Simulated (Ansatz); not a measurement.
**C₂H₇BO: a ladder of functionals and wavefunction methods**

Aim: compute C₂H₇BO with functionals from several rungs and with coupled cluster. The yardstick is the atomisation energy at the CCSD(T) limit.

Method: functionals in def2-TZVPP, the program's frozen cores in correlated methods; program: Ansatz 0.2.0, Gaussian basis.

The runs, in order: LDA (SPW92), PBE-D4, revPBE-D4, BLYP-D4, r2SCAN-D4, B97M-V, PBE0-D4, B3LYP-D4, r2SCANh-D4, r2SCAN0-D4, HSE06-D4, BHLYP-D4, CAM-B3LYP-D4, LC-ωPBE, ωB97X-V, ωB97M-V, B2PLYP, PBE-QIDH; CCSD(T)/def2-SVP; CCSD(T)/def2-TZVPP; MP2/def2-QZVPP; extrapolation to the limit; RPA on PBE.

## (1) Structure used throughout

An earlier PBE0-D4 in a triple-zeta def2 set relaxation fixed the geometry.

SMILES `CBCO`, 11 atoms, charge 0, spin multiplicity 1.

Atoms are counted from 1 here; the program's logs count them from 0.

Bond lengths: C1–B2 1.556 Å, C1–H5 1.097 Å, C1–H6 1.092 Å, C1–H7 1.097 Å, B2–C3 1.553 Å, B2–H8 1.207 Å, C3–O4 1.414 Å, C3–H9 1.104 Å, C3–H10 1.104 Å, O4–H11 0.959 Å. Angles: B2–C1–H5 109.8°, B2–C1–H6 115.2°, B2–C1–H7 109.6°, H5–C1–H6 108.6°, H5–C1–H7 104.6°, H6–C1–H7 108.5°, C1–B2–C3 122.1°, C1–B2–H8 119.1°, C3–B2–H8 118.8°, B2–C3–O4 118.7°, B2–C3–H9 107.4°, B2–C3–H10 107.4°, O4–C3–H9 109.3°, O4–C3–H10 109.3°, H9–C3–H10 103.6°, C3–O4–H11 107.8°.

## (2) LDA

This LDA is Slater exchange with PW92 correlation.

Contents of in.yaml:

```yaml
crystal:
  periodic: [false, false, false]
  atoms:
    - {symbol: C, position_ang: [-0.515054, 1.495398, 0.243096]}
    - {symbol: B, position_ang: [-0.207254, 0.127332, -0.430354]}
    - {symbol: C, position_ang: [0.530879, -1.014406, 0.320361]}
    - {symbol: O, position_ang: [0.775758, -2.228291, -0.362775]}
    - {symbol: H, position_ang: [-1.593199, 1.693086, 0.205680]}
    - {symbol: H, position_ang: [-0.179505, 1.589913, 1.278047]}
    - {symbol: H, position_ang: [-0.064680, 2.304651, -0.344730]}
    - {symbol: H, position_ang: [-0.550994, -0.054941, -1.573278]}
    - {symbol: H, position_ang: [-0.037293, -1.223058, 1.244120]}
    - {symbol: H, position_ang: [1.486914, -0.603462, 0.690103]}
    - {symbol: H, position_ang: [0.419827, -2.143123, -1.249673]}
basis:
  gaussian: {orbitals: def2-TZVPP}
hamiltonian: {xc: lda}
output: {orbitals: {seedname: orbitals}}
```

Command:

```sh
> ansatz run in.yaml --threads 2 --pin off --events-out ev --progress --plain --max-ram 4352MiB
```

The runs that follow: PBE-D4 (GGA); revPBE-D4 (GGA); BLYP-D4 (GGA); r2SCAN-D4 (meta-GGA); B97M-V (meta-GGA); PBE0-D4 (hybrid); B3LYP-D4 (hybrid); r2SCANh-D4 (hybrid); r2SCAN0-D4 (hybrid); HSE06-D4 (hybrid); BHLYP-D4 (hybrid); CAM-B3LYP-D4 (range-separated); LC-ωPBE (range-separated); ωB97X-V (range-separated); ωB97M-V (range-separated); B2PLYP (double hybrid); PBE-QIDH (double hybrid); CCSD(T) in def2-SVP; CCSD(T) in def2-TZVPP; MP2 in def2-QZVPP; RPA on PBE orbitals.

**Question.** What will the summary of the whole plan be? Wanted: atomisation energy, CCSD(T)/CBS; farthest beyond LDA; mean size of error, GGA; mean size of error, meta-GGA; mean size of error, hybrid; mean size of error, range-separated; mean size of error, double hybrid; gap, smallest and largest; T1 diagnostic.

As calculated:

```
                               quantity                                                                         value
        atomisation energy, CCSD(T)/CBS                                                                 4134.3 kJ/mol
 functionals within 20.7 kJ/mol (0.5 %)  revPBE-D4, BLYP-D4, B97M-V, B3LYP-D4, r2SCANh-D4, LC-ωPBE, ωB97X-V, PBE-QIDH
                    farthest beyond LDA                                                       BHLYP-D4 (-87.3 kJ/mol)
                mean size of error, GGA                                                                   33.0 kJ/mol
           mean size of error, meta-GGA                                                                   23.0 kJ/mol
             mean size of error, hybrid                                                                   31.1 kJ/mol
    mean size of error, range-separated                                                                   20.5 kJ/mol
      mean size of error, double hybrid                                                                   17.4 kJ/mol
              gap, smallest and largest                                     4.00 eV (LDA (SPW92)), 11.97 eV (LC-ωPBE)
                          T1 diagnostic                                                                        0.0102
triples share of the correlation energy                                                                         3.5 %
```

In words: LDA overbinds by 583.5 kJ/mol (14 %). PBE-D4 misses by +85.0 kJ/mol. Double hybrids carry the basis error of their MP2 part in triple zeta, and no dispersion term here, so their miss is partly the set-up's. The rungs double hybrid, range-separated miss on average by less than the doubt on the reference (20.7 kJ/mol), so they tie. The reference freezes the cores and leaves out relativity and excitations past (T), so misses under about 20.7 kJ/mol can't be ranked. Hartree-Fock recovers 75 % of the binding; the rest is correlation. CCSD(T) in def2-SVP is off by -187.5 kJ/mol, more than most functionals: a good method in a small basis is no reference. The gap grows from 4.0 to 12.0 eV across the functionals, mostly with the share of exact exchange.
